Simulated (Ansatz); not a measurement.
# HfN: the cost of one run

Computed with Ansatz 0.2.0 (DFT PBEsol, scalar-relativistic, plane waves, PAW, unless a step's input says otherwise).

1 further run of the same task is left out (it didn't finish).

## Step 1: The structure to begin with

Symmetry: F-43m, No. 216, cubic system. Conventional cell: a = 4.867 Å, b = 4.867 Å, c = 4.867 Å, α = 90.00°, β = 90.00°, γ = 90.00°. Hf (site symmetry -43m) is surrounded by 4 N at 2.11 Å. N (site symmetry -43m) has 4 Hf at 2.11 Å as nearest neighbours.

As a file:

```cif
data_structure
_symmetry_space_group_name_H-M 'F-43m'
_symmetry_Int_Tables_number 216
_cell_length_a 4.8671
_cell_length_b 4.8671
_cell_length_c 4.8671
_cell_angle_alpha 90.000
_cell_angle_beta 90.000
_cell_angle_gamma 90.000
_cell_volume 115.29
loop_
_atom_site_label
_atom_site_type_symbol
_atom_site_symmetry_multiplicity
_atom_site_Wyckoff_symbol
_atom_site_fract_x
_atom_site_fract_y
_atom_site_fract_z
_atom_site_occupancy
Hf1 Hf 4 a 0.00000 0.00000 0.00000 1
N1 N 4 c 0.25000 0.25000 0.25000 1
```

It goes back to an entry of the Materials Project, which need not be the stable form.

It is the result of an earlier relaxation at this level (volume 14.41 Å³/atom; gap on the mesh: none (metal)).

## Step 2: The reference: the undisturbed cell on the scan's mesh

Input file input.yaml:

```yaml
crystal:
  lattice:
    - [0.0, 2.4335341244, 2.4335341244]
    - [2.4335341244, 0.0, 2.4335341244]
    - [2.4335341244, 2.4335341244, 0.0]
  atoms:
    - { symbol: Hf, position: [0.0, 0.0, 0.0] }
    - { symbol: "N", position: [0.75, 0.75, 0.75] }
basis:
  ecutwfc: 420
kpoints:
  mp_grid: { grid: [22, 22, 22] }
hamiltonian:
  xc: pbesol
scf:
  occupations: { method: gaussian, width: 0.15 }
output:
  forces: true
  stress: true
  eigenvalues: true
```

Command:

```sh
ansatz run input.yaml --threads 2 --pin off --max-ram 5120MiB --backend cpu --events-out ev --progress --plain --runs-dir out
```

Q: Estimate wall time and peak memory on 2 threads of Intel Xeon Platinum 8259CL at 2.50GHz (Skylake/Cascade Lake), shared host.

About 9.5 s, with a peak of 0.55 GiB.
